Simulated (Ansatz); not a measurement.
# YbMn2Sb2: the cost of one run

Computed with Ansatz 0.2.0 (DFT PBE, scalar-relativistic, plane waves, PAW, unless a step's input says otherwise).

### Step 1. The system as given

The structure is trigonal, space group P-3m1 (No. 164). The conventional cell has a = 4.522 Å, b = 4.522 Å, c = 7.439 Å, α = 90.00°, β = 90.00°, γ = 120.00°. Around Yb (site symmetry -3m) lie 6 Sb at 3.25 Å. Mn (site symmetry 3m) has 4 Sb at 2.68 to 2.76 Å in its first shell of neighbours. Sb (site symmetry 3m) has 4 Mn at 2.68 to 2.76 Å and 3 Yb at 3.25 Å in its first shell of neighbours.

As a file:

```xyz
5
Lattice="4.5220 0.0000 0.0000 -2.2610 3.9162 0.0000 0.0000 0.0000 7.4390" Properties=species:S:1:pos:R:3 pbc="T T T"
Yb    0.0000    0.0000    0.0000
Mn    0.0000    2.6108    4.6122
Mn    2.2610    1.3054    2.8268
Sb    0.0000    2.6108    1.9341
Sb    2.2610    1.3054    5.5049
```

Starting moments: Mn 3.50 μB.

### Step 2. First run, at the start cell

input.yaml reads:

```yaml
crystal:
  lattice:
    - [4.522, 0.0, 0.0]
    - [-2.261, 3.9161668759, 0.0]
    - [0.0, 0.0, 7.439]
  atoms:
    - { symbol: Yb, position: [0.0, 0.0, 0.0] }
    - { symbol: Mn, position: [0.3333333333, 0.6666666667, 0.62], spin: 3.5 }
    - { symbol: Mn, position: [0.6666666667, 0.3333333333, 0.38], spin: 3.5 }
    - { symbol: Sb, position: [0.3333333333, 0.6666666667, 0.26] }
    - { symbol: Sb, position: [0.6666666667, 0.3333333333, 0.74] }
basis:
  ecutwfc: 420
  ecutrho_ratio: 4
kpoints:
  mp_grid: { grid: [10, 10, 6] }
hamiltonian:
  xc: pbe
scf:
  occupations: { method: gaussian, width: 0.05 }
output:
  forces: true
  stress: true
  eigenvalues: true
  populations: true
magnetization:
  spin_polarized: true
relax:
  f_tol: 0.01
  max_steps: 60
  cell: { stress_tol: 0.04 }
```

Started as:

```sh
$ ansatz run input.yaml --threads 4 --pin off --max-ram 10240MiB --backend cpu --events-out ev --progress --plain --runs-dir out
```

**Question.** How long does this run take on 4 threads of Intel Xeon 6975P-C (Granite Rapids), shared host, and how much memory does it need?

About 94 s, with a peak of 1.1 GiB.
